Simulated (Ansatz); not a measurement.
# TaTl in Ansatz: the effect of functional

TaTl:

```xyz
2
Lattice="3.6221 0.0000 0.0000 0.0000 3.6221 0.0000 0.0000 0.0000 3.6221" Properties=species:S:1:pos:R:3 pbc="T T T"
Ta    0.0000    0.0000    0.0000
Tl    1.8111    1.8111    1.8111
```

The cell was built by a generator and needn't be a form met in nature.

Alike in all runs:

```yaml
Program: Ansatz 0.2.0
Task: band structure
Potentials_or_basis: Ansatz PAW
k_mesh: 7 × 7 × 7
Occupations: fermi-dirac, width 0.05 eV
Spin: no spin polarisation
```

```csv
functional,cutoff,pressure (GPa)
PBE,420 eV (not typed: the program's choice for these potentials),-13.5
PBEsol,420 eV (not typed: the program's choice for these potentials),-17.8
RPBE,420 eV (not typed: the program's choice for these potentials),-11.3
revPBE,420 eV (not typed: the program's choice for these potentials),?
BLYP,420 eV (not typed: the program's choice for these potentials),-8.1
r2SCAN,500 eV (not typed: the program's choice for these potentials),-16.4
```

Question: What does the run with functional revPBE give?

Answer: Pressure -11.9 GPa.

Caveats: the PAW data sets come from PBE, with cores solved anew for the run's functional, which leaves a small shift of forces and pressure (some runs).
